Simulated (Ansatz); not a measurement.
# CH8NSbSi: the cost of one run

Method: RKS LDA/def2-SVP, in Ansatz 0.2.0.

**1. Starting point**

Bond lengths: N1–C2 1.483 Å, C2–Si3 1.858 Å, C2–Sb4 2.124 Å, N1–H5 0.987 Å, N1–H6 1.072 Å, C2–H7 1.094 Å, Si3–H8 1.506 Å, Si3–H9 1.467 Å, Si3–H10 1.502 Å, Sb4–H11 1.729 Å, Sb4–H12 1.713 Å. Angles (14 of 18 angles, heavy atoms first): N1–C2–Si3 110.3°, N1–C2–Sb4 107.8°, Si3–C2–Sb4 108.9°, N1–C2–H7 110.8°, Si3–C2–H7 108.0°, Sb4–C2–H7 111.0°, C2–N1–H5 112.0°, C2–N1–H6 106.7°, C2–Si3–H8 109.4°, C2–Si3–H9 112.6°, C2–Si3–H10 110.6°, C2–Sb4–H11 93.2°, C2–Sb4–H12 94.4°, H5–N1–H6 112.7°.

Structure file:

```xyz
12

N     0.7637    0.8103   -0.9491
C    -0.4355    0.4318   -0.1625
Si    0.0486   -0.0280    1.5711
Sb   -1.3217   -1.2560   -1.0997
H     1.4316    0.0841   -0.9770
H     1.1478    1.7095   -0.5108
H    -1.1418    1.2659   -0.1059
H     1.0740   -1.1302    1.5274
H    -1.1021   -0.4159    2.3946
H     0.7170    1.1295    2.2566
H    -1.2567   -0.5390   -2.6713
H     0.1521   -2.1173   -1.2394
```

**2. Relaxing end A**

input.yaml

```yaml
crystal:
  periodic: [false, false, false]
  atoms:
    - { symbol: "N", position_ang: [0.7637, 0.8103, -0.9491] }
    - { symbol: C, position_ang: [-0.4355, 0.4318, -0.1625] }
    - { symbol: Si, position_ang: [0.0486, -0.028, 1.5711] }
    - { symbol: Sb, position_ang: [-1.3217, -1.256, -1.0997] }
    - { symbol: H, position_ang: [1.4316, 0.0841, -0.977] }
    - { symbol: H, position_ang: [1.1478, 1.7095, -0.5108] }
    - { symbol: H, position_ang: [-1.1418, 1.2659, -0.1059] }
    - { symbol: H, position_ang: [1.074, -1.1302, 1.5274] }
    - { symbol: H, position_ang: [-1.1021, -0.4159, 2.3946] }
    - { symbol: H, position_ang: [0.717, 1.1295, 2.2566] }
    - { symbol: H, position_ang: [-1.2567, -0.539, -2.6713] }
    - { symbol: H, position_ang: [0.1521, -2.1173, -1.2394] }
basis:
  gaussian: { orbitals: def2-SVP }
hamiltonian:
  xc: lda
relax:
  f_tol: 0.015
  max_steps: 40
```

Run with:

```sh
> ansatz run input.yaml --threads 2 --pin off --max-ram 3072MiB --backend cpu --events-out ev --progress --plain --runs-dir out
```

**Question.** How long does this run take on 2 threads of Arm Neoverse V2, shared host, and how much memory does it need?

About 13 s, with a peak of 0.15 GiB.
